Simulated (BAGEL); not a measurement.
**CHAlFO+ (SMILES [O+]#[C][AlH][F]): B3LYP/aug-cc-pVDZ (density fitting with qzvpp-jkfit)**

What is the energy change on altering one bond length of CHAlFO+ at B3LYP/aug-cc-pVDZ (density fitting with qzvpp-jkfit)? 

The calculation is run with BAGEL 1.2.2.

## Step 1: The molecule

CHAlFO+ has 5 atoms, charge +1, and is taken as a singlet. SMILES: `[O+]#[C][AlH][F]`. The shape comes from GFN2-xTB, which is rough for such elements, and wasn't checked as a minimum.

Bond lengths: O1–C2 1.103 Å, C2–Al3 2.205 Å, Al3–F4 1.616 Å, Al3–H5 1.492 Å. Angles: O1–C2–Al3 171.0°, C2–Al3–F4 96.6°, C2–Al3–H5 117.4°, F4–Al3–H5 146.0°.

## Step 2: A single-point energy at B3LYP/aug-cc-pVDZ (density fitting with qzvpp-jkfit)

Contents of input.json:

```json
{ "bagel": [

{
  "title": "molecule",
  "basis": "aug-cc-pvdz.json",
  "df_basis": "qzvpp-jkfit",
  "angstrom": true,
  "geometry": [
    { "atom": "O", "xyz": [    0.875470,   -1.765280,    1.316800 ] },
    { "atom": "C", "xyz": [    0.590070,   -0.886690,    0.714870 ] },
    { "atom": "Al", "xyz": [   -0.292060,    0.719910,   -0.510680 ] },
    { "atom": "F", "xyz": [   -1.742320,    0.033220,   -0.702740 ] },
    { "atom": "H", "xyz": [    0.568840,    1.898850,   -0.818240 ] }
  ]
},
{ "title": "ks", "xc_func": "b3lyp", "charge": 1 },
{ "title": "print", "file": "orbitals.molden", "orbitals": true }

]}
```

The basis set aug-cc-pVDZ is read from a file made from the Basis Set Exchange's data (not shown).

Launch:

```console
$ BAGEL_NUM_THREADS=1 BAGEL input.json > input.out
```

Output:

```text
* using 1 threads per process

  ===============================================================
  ===============================================================

  *** Geometry ***

  { "atom" : "O", "xyz" : [      1.654399,     -3.335896,      2.488391 ] },
  { "atom" : "C", "xyz" : [      1.115071,     -1.675601,      1.350909 ] },
  { "atom" : "Al", "xyz" : [     -0.551913,      1.360433,     -0.965045 ] },
  { "atom" : "F", "xyz" : [     -3.292508,      0.062777,     -1.327986 ] },
  { "atom" : "H", "xyz" : [      1.074952,      3.588306,     -1.546250 ] },

  Number of auxiliary basis functions:      375

  Since a DF basis is specified, we compute 2- and 3-index integrals:
    o Being stored without compression. Storage requirement is 0.033 GB

  Number of basis functions:      105
  Number of electrons      :       37

    * METHOD: MOLECULE                             0.25

  *** Kohn-Sham DFT ***

    * Removing 7289 points whose weight is below 1.00e-10
    * Grid points: 67241

  === Nuclear Repulsion ===
   125.0065862181

       - DIIS with orbital gradients will be used.

  === KS iteration (b3lyp / aug-cc-pvdz.json) ===
      0       -434.27301943          0.08918696           0.40
      1       -409.27764914          0.15566943           0.39
      2       -433.56898605          0.13627864           0.39
      3       -453.23848370          0.03917527           0.39
      4       -448.55273852          0.11296343           0.39
      5       -455.19565879          0.03691804           0.39
      6       -455.84694788          0.01657151           0.39
      7       -455.89477645          0.01330471           0.40
      8       -455.98409787          0.00538124           0.39
      9       -456.00452909          0.00145340           0.40
     10       -456.00580584          0.00020052           0.41
     11       -456.00582272          0.00003204           0.41
     12       -456.00582314          0.00001147           0.39
     13       -456.00582320          0.00000460           0.39
     14       -456.00582321          0.00000049           0.39
     15       -456.00582321          0.00000009           0.39
     16       -456.00582321          0.00000004           0.39
     17       -456.00582321          0.00000002           0.39
     18       -456.00582321          0.00000000           0.40
    * SCF iteration converged.

    * Permanent dipole moment:
           (   -1.160156,    -0.758052,    -0.035720) a.u.

    * METHOD: KS                                   8.07

    * METHOD: PRINT                                0.04

  ===============================================================
```

Wall time 8.7 s (1 thread of Arm Neoverse N1, shared host); peak memory 0.34 GiB.

## Step 3: The distorted shape

Contents of calc.json:

```json
{ "bagel": [

{
  "title": "molecule",
  "basis": "aug-cc-pvdz.json",
  "df_basis": "qzvpp-jkfit",
  "angstrom": true,
  "geometry": [
    { "atom": "O", "xyz": [       1.310555,      -1.559270,       1.374419 ] },
    { "atom": "C", "xyz": [       1.025155,      -0.680680,       0.772489 ] },
    { "atom": "Al", "xyz": [       0.143025,       0.925920,      -0.453061 ] },
    { "atom": "F", "xyz": [      -1.742320,       0.033220,      -0.702740 ] },
    { "atom": "H", "xyz": [       1.003925,       2.104860,      -0.760621 ] }
  ]
},

{ "title": "ks", "xc_func": "b3lyp", "charge": 1 },

{ "title": "print", "file": "orbitals.molden", "orbitals": true }

]}
```

The basis set aug-cc-pVDZ is read from a file made from the Basis Set Exchange's data (not shown).

Launch:

```console
$ BAGEL_NUM_THREADS=1 BAGEL calc.json > calc.out
```

Output:

```text
* using 1 threads per process

  ===============================================================
  ===============================================================

  *** Geometry ***

  { "atom" : "O", "xyz" : [      2.476590,     -2.946593,      2.597275 ] },
  { "atom" : "C", "xyz" : [      1.937262,     -1.286299,      1.459793 ] },
  { "atom" : "Al", "xyz" : [      0.270278,      1.749735,     -0.856161 ] },
  { "atom" : "F", "xyz" : [     -3.292508,      0.062777,     -1.327986 ] },
  { "atom" : "H", "xyz" : [      1.897143,      3.977609,     -1.437365 ] },

  Number of auxiliary basis functions:      375

  Since a DF basis is specified, we compute 2- and 3-index integrals:
    o Being stored without compression. Storage requirement is 0.033 GB

  Number of basis functions:      105
  Number of electrons      :       37

    * METHOD: MOLECULE                             0.26

  *** Kohn-Sham DFT ***

    * Removing 6905 points whose weight is below 1.00e-10
    * Grid points: 67625

  === Nuclear Repulsion ===
   114.2625157021

       - DIIS with orbital gradients will be used.

  === KS iteration (b3lyp / aug-cc-pvdz.json) ===
      0       -435.32129172          0.07952702           0.41
      1       -402.41655878          0.14594722           0.39
      2       -372.01791870          0.18628614           0.39
      3       -450.61495086          0.05666159           0.39
      4       -441.38603239          0.09649892           0.39
      5       -455.41767942          0.03067107           0.39
      6       -455.78461348          0.01574916           0.39
      7       -455.83888384          0.01448563           0.39
      8       -455.94202450          0.00179389           0.39
      9       -455.94329559          0.00076163           0.39
     10       -455.94359999          0.00032919           0.39
     11       -455.94366935          0.00004689           0.39
     12       -455.94367084          0.00000478           0.39
     13       -455.94367085          0.00000197           0.39
     14       -455.94367086          0.00000058           0.39
     15       -455.94367086          0.00000009           0.39
     16       -455.94367086          0.00000002           0.39
     17       -455.94367086          0.00000002           0.39
     18       -455.94367086          0.00000001           0.39
     19       -455.94367086          0.00000000           0.39
    * SCF iteration converged.

    * Permanent dipole moment:
           (   -1.938448,    -1.080863,    -0.163910) a.u.

    * METHOD: KS                                   8.42

    * METHOD: PRINT                                0.04

  ===============================================================
```

Run time: 9 s. Hardware: 1 thread of Arm Neoverse N1, shared host; peak memory 0.34 GiB.

## Step 4: Outcome

At B3LYP/aug-cc-pVDZ (density fitting with qzvpp-jkfit):

```
                                                          quantity          value
                                         first shape: total energy  -456.00582 Eh
                                          first shape: HOMO energy      -16.33 eV
                                          first shape: LUMO energy       -8.98 eV
                                        first shape: HOMO–LUMO gap        7.35 eV
                                     distorted shape: total energy  -455.94367 Eh
                                      distorted shape: HOMO energy      -14.90 eV
                                      distorted shape: LUMO energy       -9.47 eV
                                    distorted shape: HOMO–LUMO gap        5.44 eV
energy change with the Al3–F4 bond stretched from 1.616 to 2.101 Å       1.691 eV
```

With the Al3–F4 bond stretched from 1.616 to 2.101 Å the energy rises by 1.69 eV (39 kcal/mol). The first shape isn't relaxed at this level, so the change isn't measured from a minimum.
